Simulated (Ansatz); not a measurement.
# GaH2O−: single points off equilibrium

The atoms stand at a structure displaced at random from a GFN2-xTB minimum. How far do the functionals agree with CCSD(T) there?

Program: Ansatz 0.2.0, Gaussian basis. Level of theory: single points in def2-TZVPPD. These are calculated values, not measurements.

Correlated methods freeze the cores. Filled d shells of the heavier atoms are correlated.

### 1 The starting structure

SMILES `[O-][GaH2]`, 4 atoms, charge -1, spin multiplicity 1.

Atoms are counted from 1 here; the program's logs count them from 0.

Bond lengths: O1–Ga2 1.666 Å, Ga2–H3 1.592 Å, Ga2–H4 1.603 Å. Angles: O1–Ga2–H3 127.7°, O1–Ga2–H4 126.4°, H3–Ga2–H4 105.9°.

Geometry (Å):

```xyz
4
GaH2O
O    -0.95180   -0.49180    1.36010
Ga   -0.04170   -0.02710    0.04460
H    -0.48740    0.01340   -1.48270
H     1.48190    0.47060    0.07130
```

### 2 CCSD(T)/def2-TZVPPD

run/in.yaml reads:

```yaml
crystal:
  periodic: [false, false, false]
  atoms:
    - {symbol: O, position_ang: [-0.951800, -0.491800, 1.360100]}
    - {symbol: Ga, position_ang: [-0.041700, -0.027100, 0.044600]}
    - {symbol: H, position_ang: [-0.487400, 0.013400, -1.482700]}
    - {symbol: H, position_ang: [1.481900, 0.470600, 0.071300]}
basis:
  gaussian: {orbitals: "def2-TZVPPD.json"}
total_charge: -1
correlation: {method: ccsd_t}
output: {forces: true}
```

The basis file named in the input lies beside it (Basis Set Exchange, JSON).

No record of the launch command was kept for these runs.

### 3 PBE0-D4/def2-TZVPPD

run/in.yaml, as its differences from that of step 2:

```diff
@@ -10,3 +10,3 @@
 total_charge: -1
-correlation: {method: ccsd_t}
-output: {forces: true}
+hamiltonian: {xc: pbe0, dispersion: d4}
+output: {forces: true, orbitals: {seedname: orbitals}}
```

### 4 wB97M-V/def2-TZVPPD

run/in.yaml, as its differences from that of step 3:

```diff
@@ -10,3 +10,3 @@
 total_charge: -1
-hamiltonian: {xc: pbe0, dispersion: d4}
-output: {forces: true, orbitals: {seedname: orbitals}}
+hamiltonian: {xc: {name: wB97M-V}}
+output: {forces: true}
```

### 5 r2SCAN-D4/def2-TZVPPD

run/in.yaml, as its differences from that of step 4:

```diff
@@ -10,3 +10,3 @@
 total_charge: -1
-hamiltonian: {xc: {name: wB97M-V}}
+hamiltonian: {xc: r2scan, dispersion: d4}
 output: {forces: true}
```

### 6 PBE-D4/def2-TZVPPD

run/in.yaml, as its differences from that of step 5:

```diff
@@ -10,3 +10,3 @@
 total_charge: -1
-hamiltonian: {xc: r2scan, dispersion: d4}
+hamiltonian: {xc: pbe, dispersion: d4}
 output: {forces: true}
```

### 7 SPW92/def2-TZVPPD

run/in.yaml, as its differences from that of step 6:

```diff
@@ -10,3 +10,3 @@
 total_charge: -1
-hamiltonian: {xc: pbe, dispersion: d4}
+hamiltonian: {xc: lda}
 output: {forces: true}
```

### 8 CAM-B3LYP-D4/def2-TZVPPD

run/in.yaml, as its differences from that of step 7:

```diff
@@ -10,3 +10,3 @@
 total_charge: -1
-hamiltonian: {xc: lda}
+hamiltonian: {xc: {name: CAM-B3LYP}, dispersion: d4}
 output: {forces: true}
```

(Steps that only read results are left out.)

Before running it: what results should come out? Wanted: RMS force component; RMS force error; HOMO and LUMO, PBE0-D4; T1 diagnostic.

**Answer**, as computed:

```
              quantity                                                                                              value
   RMS force component                                                               0.584 to 0.908 eV/Å over the methods
       RMS force error  PBE0-D4 0.207, wB97M-V 0.166, r2SCAN-D4 0.153, PBE-D4 0.091, SPW92 0.278, CAM-B3LYP-D4 0.227 eV/Å
HOMO and LUMO, PBE0-D4                                                                                  -0.70 and 4.17 eV
         T1 diagnostic                                                                                              0.023
```

**Reading.** The forces of PBE-D4 come nearest to CCSD(T), those of SPW92 are farthest. Frozen-core CCSD(T) forces in triple zeta carry basis errors of their own, and this is one geometry, so small gaps rank nothing.
